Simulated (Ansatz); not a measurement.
# C₂H₆Cl₂O₂Sn: how energies converge with the basis set

One table from this session's results is given with a row withheld; the runs are named, their logs left out.

The runs use Ansatz 0.2.0, Gaussian basis; one geometry, several basis sets.

Plan: PBE0-D4/def2-SVP; ωB97M-V/def2-SVP; PBE0-D4/def2-QZVPP; ωB97M-V/def2-QZVPP; the functionals' def2-TZVPP values are taken from earlier runs.

## Structure used throughout

All runs share one geometry, relaxed beforehand with PBE0-D4 in a triple-zeta def2 set. Sn takes the def2 core potential; no spin-orbit term is included.

13 atoms, charge 0, spin multiplicity 1.

Atoms are counted from 1 here; the program's logs count them from 0.

Bond lengths: C1–O2 1.415 Å, C1–H8 1.092 Å, C1–H9 1.096 Å, C1–H10 1.096 Å, O2–Sn3 1.935 Å, Sn3–Cl4 2.309 Å, Sn3–Cl5 2.292 Å, Sn3–O6 1.929 Å, O6–C7 1.418 Å, C7–H11 1.096 Å, C7–H12 1.092 Å, C7–H13 1.095 Å. Angles: O2–C1–H8 107.2°, O2–C1–H9 112.1°, O2–C1–H10 111.9°, H8–C1–H9 108.3°, H8–C1–H10 108.3°, H9–C1–H10 108.8°, C1–O2–Sn3 120.7°, O2–Sn3–Cl4 108.4°, O2–Sn3–Cl5 111.1°, O2–Sn3–O6 108.5°, Cl4–Sn3–Cl5 109.8°, Cl4–Sn3–O6 110.8°, Cl5–Sn3–O6 108.2°, Sn3–O6–C7 119.8°, O6–C7–H11 112.2°, O6–C7–H12 107.0°, O6–C7–H13 111.9°, H11–C7–H12 108.3° and more.

Set-up of the first run:

The input, in.yaml:

```yaml
crystal:
  periodic: [false, false, false]
  atoms:
    - {symbol: C, position_ang: [-2.089962, 1.373310, 0.325174]}
    - {symbol: O, position_ang: [-0.856269, 0.766917, 0.660781]}
    - {symbol: Sn, position_ang: [0.488153, 0.448907, -0.694749]}
    - {symbol: Cl, position_ang: [-0.463438, -0.798568, -2.389467]}
    - {symbol: Cl, position_ang: [1.290538, 2.423532, -1.538422]}
    - {symbol: O, position_ang: [1.959194, -0.501479, 0.112793]}
    - {symbol: C, position_ang: [1.766751, -1.821550, 0.592090]}
    - {symbol: H, position_ang: [-2.694487, 1.401567, 1.234337]}
    - {symbol: H, position_ang: [-2.636875, 0.803431, -0.434381]}
    - {symbol: H, position_ang: [-1.957378, 2.400776, -0.031755]}
    - {symbol: H, position_ang: [1.411476, -2.498579, -0.192829]}
    - {symbol: H, position_ang: [2.737999, -2.180096, 0.939233]}
    - {symbol: H, position_ang: [1.064598, -1.852868, 1.431993]}
basis:
  gaussian: {orbitals: def2-SVP}
hamiltonian: {xc: pbe0, dispersion: d4}
output: {orbitals: {seedname: orbitals}}
```

Steps of the session up to this table: PBE0-D4 in def2-SVP; ωB97M-V in def2-SVP; PBE0-D4 in def2-QZVPP; ωB97M-V in def2-QZVPP.

One of the session's tables, all rows but one given; the rest of the session is left out.

It belongs to the step «Density functionals: the series». 

| functional | basis | HOMO (eV) | LUMO (eV) |
| --- | --- | --- | --- |
| PBE0-D4 | def2-SVP | ? | ? |
| PBE0-D4 | def2-TZVPP | -8.47 | -2.28 |
| PBE0-D4 | def2-QZVPP | -8.50 | -2.32 |
| ωB97M-V | def2-SVP | -10.74 | 0.02 |
| ωB97M-V | def2-TZVPP | -10.88 | -0.22 |
| ωB97M-V | def2-QZVPP | -10.92 | -0.32 |

**Question.** Estimate the row for PBE0-D4, def2-SVP.

**Answer.** HOMO (eV): -8.35; LUMO (eV): -2.13. In the column «HOMO (eV)» it is the highest.
